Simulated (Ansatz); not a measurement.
**Pt: a tetragonal deformation path**

An exercise on one series of results from a longer session: the logs are not shown, and one member is left open.

The COD entry's cell or inner coordinates are ideal or old and differ from later refinements, so a difference from it is no clean test against experiment.

Computed with Ansatz 0.2.0 (DFT r2SCAN, scalar-relativistic, plane waves, PAW, unless a step's input says otherwise).

### The system as given

The structure is cubic, space group Fm-3m (No. 225). Conventional cell: a = 3.916 Å, b = 3.916 Å, c = 3.916 Å, α = 90.00°, β = 90.00°, γ = 90.00°. Around Pt (site symmetry m-3m) lie 12 Pt at 2.77 Å.

Structure file:

```
CELL_PARAMETERS angstrom
0.00000 1.95790 1.95790
1.95790 0.00000 1.95790
1.95790 1.95790 0.00000
ATOMIC_POSITIONS crystal
Pt 0.00000 0.00000 0.00000
```

No relaxation comes first: the listed cell is the starting point.

### The reference cell

Reference values: F = -12536.7928 eV; pressure 5.39 GPa; largest force 0.000 eV/Å; gap on the mesh none (metal). It was computed beforehand with the settings of the runs below.

The first run:

At fixed volume and fractional coordinates, lengths along (0.000, 0.000, 1.000) are scaled against those across it; ρ is that ratio over its starting value.

input.yaml

```yaml
crystal:
  lattice:
    - [0.0, 2.1977790799, 1.5538298095]
    - [2.1977790799, 0.0, 1.5538298095]
    - [2.1977790799, 2.1977790799, 0.0]
  atoms:
    - { symbol: Pt, position: [0.0, 0.0, 0.0] }
basis:
  ecutwfc: 500
kpoints:
  mp_grid: { grid: [24, 24, 24] }
hamiltonian:
  xc: r2scan
scf:
  occupations: { method: gaussian, width: 0.15 }
output:
  forces: true
  stress: true
  eigenvalues: true
  write_density: true
  write_potential: true
  elf: true
  volumetric_format: npy
```

On the command line:

```sh
ansatz run input.yaml --threads 1 --pin off --max-ram 2560MiB --backend cpu --events-out ev --progress --plain --runs-dir out
```

Among the steps run: Point ρ = 0.707; Point ρ = 1.414; At ρ = 0.850; ρ = 1.200; Point ρ = 0.780; At ρ = 1.300; ρ = 0.920; ρ = 1.100; Point ρ = 0.650; ρ = 1.500; At ρ = 0.960; Point ρ = 1.050.

One table of the session follows, with a row left open; its other results are not shown here.

```
    ρ  ΔE (meV/atom)  pressure (GPa)
0.650           83.1             8.3
0.707          106.3             8.7
0.780           82.3             8.1
0.850           46.1             7.1
0.920           16.5             6.0
0.960              ?               ?
1.000            0.0             5.4
1.050            8.5             5.7
1.100           35.1             6.7
1.200          143.4            10.9
1.300          330.6            18.1
1.414          624.8            29.8
1.500          902.0            41.1
```

Estimate the missing values for ρ = 0.960.

Worked estimate for «ΔE (meV/atom)». A straight line through the neighbours (0.920, 16.5) and (1.000, 0.0) gives 16.5 + (0.0 − 16.5) × (0.960 − 0.920) / (1.000 − 0.920) = 8.3; a parabola fitted to 4 rows on both sides gives 5.2.

The run gave: ΔE (meV/atom): 4.6; pressure (GPa): 5.5. In «ΔE (meV/atom)» the line misses by +3.7 and the parabola by +0.6.
